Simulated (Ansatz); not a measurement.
**B₂H₅NSi: up Jacob's ladder to CCSD(T)**

One table from this session's results is given with a row withheld; the runs are named, their logs left out.

Computed with Ansatz 0.2.0, Gaussian basis. Level: functionals in def2-TZVPP, the program's frozen cores in correlated methods.

The runs, in order: LDA (SPW92), PBE-D4, revPBE-D4, BLYP-D4, r2SCAN-D4, B97M-V, PBE0-D4, B3LYP-D4, r2SCANh-D4, r2SCAN0-D4, HSE06-D4, BHLYP-D4, CAM-B3LYP-D4, LC-ωPBE, ωB97X-V, ωB97M-V, B2PLYP, PBE-QIDH; CCSD(T)/def2-SVP; CCSD(T)/def2-TZVPP; MP2/def2-QZVPP; extrapolation to the limit; RPA on PBE.

## The geometry

An earlier PBE0-D4 in a triple-zeta def2 set relaxation fixed the geometry.

SMILES `B1NB[SiH2]1`, 9 atoms, charge 0, spin multiplicity 1.

Atoms are counted from 1 here; the program's logs count them from 0.

Bond lengths: B1–N2 1.430 Å, B1–Si4 2.024 Å, B1–H5 1.195 Å, N2–B3 1.430 Å, N2–H6 1.013 Å, B3–Si4 2.024 Å, B3–H7 1.195 Å, Si4–H8 1.488 Å, Si4–H9 1.489 Å. Angles: N2–B1–Si4 92.2°, N2–B1–H5 123.6°, Si4–B1–H5 143.9°, B1–N2–B3 103.4°, B1–N2–H6 127.0°, B3–N2–H6 127.0°, N2–B3–Si4 92.2°, N2–B3–H7 123.6°, Si4–B3–H7 143.9°, B1–Si4–B3 67.4°, B1–Si4–H8 124.6°, B1–Si4–H9 112.5°, B3–Si4–H8 124.6°, B3–Si4–H9 112.5°, H8–Si4–H9 109.5°.

Set-up of the first run:

in.yaml

```yaml
crystal:
  periodic: [false, false, false]
  atoms:
    - {symbol: B, position_ang: [-0.801313, 0.675378, -0.524014]}
    - {symbol: N, position_ang: [0.522182, 1.076809, -0.162175]}
    - {symbol: B, position_ang: [1.170467, -0.158451, 0.150193]}
    - {symbol: Si, position_ang: [-0.597234, -1.108812, 0.408584]}
    - {symbol: H, position_ang: [-1.514664, 1.316248, -1.237668]}
    - {symbol: H, position_ang: [0.966480, 1.964377, -0.363860]}
    - {symbol: H, position_ang: [2.353142, -0.319374, 0.084841]}
    - {symbol: H, position_ang: [-0.946718, -2.422991, -0.194634]}
    - {symbol: H, position_ang: [-1.063841, -1.069584, 1.821733]}
basis:
  gaussian: {orbitals: def2-TZVPP}
hamiltonian: {xc: lda}
output: {orbitals: {seedname: orbitals}}
```

Command:

```
> ansatz run in.yaml --threads 2 --pin off --events-out ev --progress --plain --max-ram 4352MiB
```

Among the steps run: LDA; PBE-D4 (GGA); revPBE-D4 (GGA); BLYP-D4 (GGA); r2SCAN-D4 (meta-GGA); B97M-V (meta-GGA); B3LYP-D4 (hybrid); r2SCANh-D4 (hybrid); r2SCAN0-D4 (hybrid); HSE06-D4 (hybrid); BHLYP-D4 (hybrid); CAM-B3LYP-D4 (range-separated); LC-ωPBE (range-separated); ωB97X-V (range-separated); ωB97M-V (range-separated); B2PLYP (double hybrid); PBE-QIDH (double hybrid).

One table of the session follows, with a row left open; its other results are not shown here.

It belongs to the step «Frontier levels by functional». 

| functional | HOMO (eV) | gap (eV) |
| --- | --- | --- |
| LDA (SPW92) | -6.01 | 3.62 |
| PBE-D4 | -5.92 | 3.80 |
| revPBE-D4 | -5.88 | 3.87 |
| BLYP-D4 | -5.79 | 3.86 |
| r2SCAN-D4 | -6.13 | 4.40 |
| B97M-V | -6.19 | 4.37 |
| PBE0-D4 | -7.02 | 5.92 |
| B3LYP-D4 | -6.83 | 5.54 |
| r2SCANh-D4 | -6.54 | 5.15 |
| r2SCAN0-D4 | ? | ? |
| HSE06-D4 | -6.62 | 5.14 |
| BHLYP-D4 | -8.03 | 8.04 |
| CAM-B3LYP-D4 | -8.32 | 8.36 |
| LC-ωPBE | -9.64 | 10.83 |
| ωB97X-V | -9.31 | 10.40 |
| ωB97M-V | -9.11 | 9.93 |

Q: Estimate the row for r2SCAN0-D4 from the others.

Worked estimate for «HOMO (eV)». Against the share of exact exchange, r2SCAN-D4 (0, -6.13), r2SCANh-D4 (0.1, -6.54) give a slope of -4.10 per unit share; at 0.25 the line stands at -7.15.

The run gave: HOMO (eV): -7.15; gap (eV): 6.28. In «HOMO (eV)» the line misses by 0.00.
